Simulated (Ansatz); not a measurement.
This script makes a fixed-spin-moment curve of BeCo, space group Pm-3m with Ansatz 0.2.0, Python API.

`run_fsm.py`
```python
import logging
import sys

import ansatz as az
import pandas as pd

logging.basicConfig(stream=sys.stdout, format="[%(levelname)s] %(message)s")
log = logging.getLogger("beco")
log.setLevel(logging.INFO)

crystal = (
    az.Lattice.of((2.606, 0.0, 0.0), (0.0, 2.606, 0.0), (0.0, 0.0, 2.606))
    .atom("Be", (0.0, 0.0, 0.0))
    .atom("Co", (0.5, 0.5, 0.5))
)

model = (
    crystal.calculation()
    .occupations("fermi_dirac", width=0.15)
    .kpoints(8, 8, 8)
    .functional("lda")
    .pseudopotentials("paw")
    .basis(450)
)
rows = []
for total in [0.0, 0.6, 1.2, 1.8, 2.4, 3.0]:
    rep = model.spin("collinear", total=total, lock="hard").run(threads=1, backend="cpu").report
    up, down = rep["spin_fermi_energies_ev"]
    rows.append((total, rep["free_energy_ev"], up - down, rep["absolute_magnetization_mub"]))
reference = rows[0][1]
rows = [(m, 1000 * (e - reference), split, size) for m, e, split, size in rows]
print(pd.DataFrame(rows, columns=["total muB", "F - F(0) meV", "EF up - down eV", "absolute muB"]).round(4).to_string(index=False))
best = min(rows, key=lambda row: row[1])
log.info(f"lowest at {best[0]} muB per cell, {best[1]:.1f} meV against the first point")
```

At which total moment is the energy lowest, and how steeply does it rise?

The lowest point lies at 0 μB a cell, the first of the scan; at 3 μB the energy is 2493 meV above the lowest.

What the script printed:

Output of `python run_fsm.py`:
```text
RunWarning: this spin-polarised run has no starting moment large enough to seed its density, and nothing else in its deck makes the two spin channels differ, so an SCF from that start keeps the magnetisation at zero until it first converges, unless a state found ahead of a linear-response series gives it moments (lr_reference_state). Behind a single point's SCF or a chain's scf step, and behind the single point that a walk or a batch makes first, from which its own SCFs then go on, or that a [...]
 total muB  F - F(0) meV  EF up - down eV  absolute muB
       0.0        0.0000           0.0000        0.0000
       0.6       15.3012           0.2070        0.6492
       1.2      198.1358           0.9605        1.2354
       1.8      593.3741           1.5916        1.8004
       2.4     1259.6608           3.0825        2.4000
       3.0     2493.2844           5.8672        3.0000
[INFO] lowest at 0.0 muB per cell, 0.0 meV against the first point
```
(Warnings from the package without file and line, shortened.)

For a metal this k-point mesh is coarse: on a finer one energies can move by several to tens of meV an atom and pressures by half a GPa or more, differences at one mesh by less. The smearing is wide enough that free energy and stress hold a thermal part of the electrons. The structure is a deposited one; some such entries were measured under pressure or heat, so a shift against it needn't be the functional's error alone. Only points where the Fermi levels of the two spins meet (minima, maxima and zero moment) are free solutions; a shallow minimum can lie between the points. The whole script took 19 s on 1 thread of Intel(R) Xeon(R) Platinum 8259CL CPU @ 2.50GHz (Skylake/Cascade Lake), with other jobs on the host, peak memory 0.43 GiB.

(Lines on the test bed's own set-up are left out of the output.)
